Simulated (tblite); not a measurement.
# Ge18H32: the cost of one run

Computed with tblite 0.8.0 and PySCF 2.14.0 and routines of our own; the level stands in each step. Atoms count from 0.

### Step 1. The starting structure

50 atoms, charge 0, multiplicity 1; geometry from: force field, distance geometry or constructed start.

### Step 2. Geometry optimisation with GFN2-xTB

Job settings and geometry (Å):

```
{"job": {"kind": "relax", "xc": "GFN2-xTB", "basis": "xTB"}, "charge": 0, "multiplicity": 1}
Ge    -0.702400    -0.709100    -2.123400
Ge    -6.368500    -0.704700    -2.128700
Ge     2.126900    -0.709600     0.708300
Ge     0.706500    -2.117400    -0.713400
Ge    -3.537300    -0.708500     0.710700
Ge    -4.954100    -2.122300    -0.709800
Ge    -0.707200     2.123500     0.704000
Ge     0.710600     0.709900     2.123300
Ge    -2.119100     0.705100    -0.707600
Ge    -6.368100     2.121000     0.708900
Ge    -4.952900     0.706000     2.119700
Ge    -7.782300     0.705200    -0.707200
Ge     4.947300    -0.706600    -2.116800
Ge     7.782000    -0.707900     0.704600
Ge     6.363000    -2.116700    -0.707000
Ge     4.948800     2.122400     0.713600
Ge     6.365600     0.709100     2.122700
Ge     3.535100     0.703800    -0.708200
H     -1.591200    -1.588800    -3.002600
H      0.178900     0.177000    -3.002400
H     -7.250900    -1.586800    -3.003600
H     -5.482800     0.177600    -3.005300
H      3.008500    -1.586000     1.597200
H      1.586400    -3.009400    -1.592100
H     -0.175600    -3.002500     0.177000
H     -2.659000    -1.591500     1.593100
H     -4.066700    -3.002800    -1.591300
H     -5.834700    -3.004500     0.177300
H      0.176700     3.005500    -0.178100
H     -1.589500     3.005500     1.594000
H     -0.172500    -0.175500     3.004000
H      1.588700     1.591900     3.005300
H     -3.006100     1.590700    -1.592500
H     -5.479800     3.003800    -0.172400
H     -7.247400     3.006900     1.587300
H     -5.833600    -0.173900     3.002200
H     -4.068200     1.590700     3.001000
H     -8.662200    -0.173600     0.173500
H     -8.662000     1.586700    -1.590700
H      4.062600    -1.587200    -3.003900
H      5.834000     0.173800    -3.001300
H      8.669000    -1.596200     1.594300
H      8.668000     0.177100    -0.179700
H      7.251200    -3.005600    -1.592400
H      5.478200    -3.003400     0.178500
H      5.832200     3.006700    -0.179500
H      4.069800     3.005200     1.590000
H      5.481600    -0.173500     3.007400
H      7.250200     1.591000     3.005300
H      2.654800     1.591300    -1.588600
```

Launch:

```console
$ OMP_NUM_THREADS=2 python large_run.py task.json out
```

One launch serves the whole session: the jobs run in the order shown.

**Question.** How long does this first job take on 2 threads of Arm Neoverse V2, shared host, and how much memory does it need?

About 2.4 s, with a peak of 0.16 GiB.
